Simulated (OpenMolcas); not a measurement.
# singlet [InNH3]+: levels of theory compared

Wanted: a comparison of 5 runs (HF/STO-3G, BLYP/def2-SVP, M06-2X/def2-SVP, revPBE/def2-SVP, CCSD(T)/def2-SVP) of singlet [InNH3]+. 

The calculation is run with OpenMolcas 26.06.

**1. Starting point**

[InNH3]+: 5 atoms, total charge +1, spin state singlet. As SMILES of the parent species, `[NH2][InH]`. The shape is that of a PBE0-D4/def2-TZVP optimisation. This is one conformer, not always the lowest. That shape belongs to the parent species and isn't relaxed for this state.

Bond lengths: N1–In2 2.036 Å, N1–H3 1.011 Å, N1–H4 1.009 Å, In2–H5 1.761 Å. Angles: N1–In2–H5 116.4°, In2–N1–H3 120.0°, In2–N1–H4 120.8°, H3–N1–H4 109.8°.

**2. The energy at HF/STO-3G (run 1)**

The input, struct.xyz:

```xyz
5

N     -0.299400    -0.736500     0.264700
In     0.846600     0.946400     0.296000
H     -0.846800    -0.960800    -0.554700
H      0.017600    -1.585600     0.707600
H      0.331900     2.262600    -0.755100
```

The input, mol.input:

```
* H3InN Hartree-Fock
&GATEWAY
BasLib=$CurrDir
Coord=struct.xyz
Basis=STO-3G
Group=NoSym
&SEWARD
&SCF
Charge=1
Thresholds=1e-10 1e-07 1e-07 1e-05
PrOrbitals=1 2
```

The basis set STO-3G is read from a file made from the Basis Set Exchange's data (not shown).

On the command line:

```
$ export MOLCAS_MEM=1860
$ pymolcas mol.input > mol.log
```

Log:

```text
--- Start Module: gateway ---
[...]
--- Stop Module: gateway /rc=_RC_ALL_IS_WELL_ ---
--- Start Module: seward ---
[...]
      Basis functions           35
--- Stop Module: seward /rc=_RC_ALL_IS_WELL_ ---
--- Start Module: scf ---
[...]
       Convergence after  17 Iterations
[...]
::    Total SCF energy                              -5738.1520197612
[...]
      Total spin, S                                     0.0000000000
[...]
      Total electronic charge=   58.000000
      Total            charge=    1.000000
[...]
      Dipole Moment (debye):
      Origin of the operator (angstrom)=    0.7018    0.7439    0.2813
                   X=  2.9359E+00               Y=  1.3410E-01               Z=  1.4438E+00           Total=  3.2745E+00
      Center of Charge (angstrom)
[...]
--- Stop Module: scf /rc=_RC_ALL_IS_WELL_ ---
[...]
```

Wall time 1.7 s (1 thread of Arm Neoverse V2, shared host); peak memory 0.37 GiB.

**3. A single-point energy at BLYP/def2-SVP (core potential) (run 2)**

The input, coord.xyz:

```xyz
5

N     -0.299400    -0.736500     0.264700
In     0.846600     0.946400     0.296000
H     -0.846800    -0.960800    -0.554700
H      0.017600    -1.585600     0.707600
H      0.331900     2.262600    -0.755100
```

The input, mol.input:

```
>>> EXPORT MOLCAS_PRINT=2
&GATEWAY
BasLib=$CurrDir
Coord=coord.xyz
Basis=def2-SVP
Group=NoSym
&SEWARD
GridInput
Grid=UltraFine
End of Grid
&SCF
Charge=1
KSDFT=BLYP
Thresholds=1e-10 1e-07 1e-07 1e-05
PrOrbitals=1 2
```

The basis set def2-SVP is read from a file made from the Basis Set Exchange's data (not shown).

On the command line:

```
$ export MOLCAS_MEM=1860
$ pymolcas mol.input > mol.log
```

Log:

```text
--- Start Module: gateway ---
[...]
--- Stop Module: gateway /rc=_RC_ALL_IS_WELL_ ---
--- Start Module: seward ---
[...]
      Basis functions           55
--- Stop Module: seward /rc=_RC_ALL_IS_WELL_ ---
--- Start Module: scf ---
[...]
       Convergence after  25 Iterations
[...]
::    Total KS-DFT energy                            -246.2589153229
[...]
      Total spin, S                                     0.0000000000
[...]
      Total electronic charge=   30.000000
      Total            charge=    1.000000
[...]
      Dipole Moment (debye):
      Origin of the operator (angstrom)=    0.7018    0.7439    0.2813
                   X=  5.4944E-01               Y= -7.4754E-01               Z=  2.0971E-01           Total=  9.5115E-01
      Center of Charge (angstrom)
[...]
--- Stop Module: scf /rc=_RC_ALL_IS_WELL_ ---
[...]
```

Wall time 13 s (1 thread of Arm Neoverse V2, shared host); peak memory 0.39 GiB.

Runs 3 to 4 aren't shown in full; the table further down has their settings and results.

**4. The energy at CCSD(T)/def2-SVP (core potential) (run 5)**

The input, mol.xyz:

```xyz
5

N     -0.299400    -0.736500     0.264700
In     0.846600     0.946400     0.296000
H     -0.846800    -0.960800    -0.554700
H      0.017600    -1.585600     0.707600
H      0.331900     2.262600    -0.755100
```

The input, job.inp:

```
&GATEWAY
BasLib
$CurrDir
Coord
mol.xyz
Basis
def2-SVP
Group
NoSym
&SEWARD
&SCF
Charge
1
Thresholds
1e-10 1e-07 1e-07 1e-05
PrOrbitals
1 2
&RASSCF
FileOrb
$Project.ScfOrb
Spin
1
Nactel
0 0 0
Inactive
15
Ras2
0
OutOrbitals
Canonical
OrbListing
Nothing
&MOTRA
JobIph
Frozen
5
&CCSDT
CCT
Triples
2
Iterations
80
Accuracy
1e-08
Extrapolation
5 4
```

The basis set def2-SVP is read from a file made from the Basis Set Exchange's data (not shown).

On the command line:

```
$ export MOLCAS_MEM=1860
$ pymolcas job.inp > job.log
```

Log:

```text
--- Start Module: gateway ---
[...]
--- Stop Module: gateway /rc=_RC_ALL_IS_WELL_ ---
[...]
      Basis functions           55
[...]
       Convergence after  18 Iterations
[...]
::    Total SCF energy                               -245.0521407747
[...]
      Total spin, S                                     0.0000000000
[...]
      Number of active orbitals                  0
[...]
      Spin quantum number                      0.0
[...]
      Active orbitals                            0
[...]
      Number of CSFs                             1
[...]
      Number of root(s) required                 1
[...]
      Convergence after  4 iterations
[...]
      Natural orbitals and occupation numbers for root  1
      ************************************************************************************************************************
      *                                                    Final results                                                     *
      ************************************************************************************************************************
[...]
::    RASSCF root number  1 Total energy:   -245.05214077
[...]
      Total electronic charge=   30.000000
      Total            charge=    1.000000
[...]
      Dipole Moment (debye):
      Origin of the operator (angstrom)=    0.7018    0.7439    0.2813
                   X=  2.2669E+00               Y=  9.7620E-02               Z=  8.3850E-01           Total=  2.4190E+00
      Center of Charge (angstrom)
[...]
--- Start Module: motra ---
[...]
--- Stop Module: motra /rc=_RC_ALL_IS_WELL_ ---
--- Start Module: ccsdt ---
[...]
      Convergence after                    23  Iterations
      Total energy (diff) :    -245.32642012      -0.00000001
[...]
 METHOD                       : CCSD+T(CCSD)+<T3(1)WT1> = CCSD(T)
[...]
       CCSD     =      -245.3264201164691
[...]
```

Wall time 10 s (1 thread of Arm Neoverse V2, shared host); peak memory 0.39 GiB.

**5. Overview of the runs**

```tsv
run	level	integration grid	frozen core orbitals	energy (Eh)	HOMO energy (eV)	LUMO energy (eV)	HOMO–LUMO gap (eV)	wall time
1	HF/STO-3G	–	–	-5738.152020	-13.32	-3.97	9.34	1.7 s
2	BLYP/def2-SVP (core potential)	UltraFine	–	-246.258915	-11.58	-10.66	0.93	13 s
3	M06-2X/def2-SVP (core potential)	UltraFine	–	-246.217555	-14.00	-9.17	4.83	14 s
4	revPBE/def2-SVP (core potential)	UltraFine	–	-246.359098	-11.60	-10.58	1.02	14 s
5	CCSD(T)/def2-SVP (core potential)	–	5	-245.335918	-15.79	-6.90	8.89	10 s
```

**6. Summary of results**

```
                                          quantity          value
                               run 5: total energy  -245.33592 Eh
        run 5: HOMO energy (Hartree–Fock orbitals)      -15.79 eV
        run 5: LUMO energy (Hartree–Fock orbitals)       -6.90 eV
      run 5: HOMO–LUMO gap (Hartree–Fock orbitals)        8.89 eV
run 5: correlation energy (5 core orbitals frozen)     -283.8 mEh
                             run 5: (T) correction      -9.50 mEh
```

**Reading.** Over runs 1, 2, 3, 4 the HOMO–LUMO gap runs from 0.93 eV (BLYP/def2-SVP) to 9.34 eV (HF/STO-3G). The two ends differ in method and basis and core potential. Totals of different functionals can't be ranked against each other. Some runs of one species differ in core potentials or relativity; totals across that change don't compare. In run 1 the basis is minimal, so the values are rough. In run 1 relativity is left out where basis or elements ask for it. All runs together took 53 s, the longest 14 s.
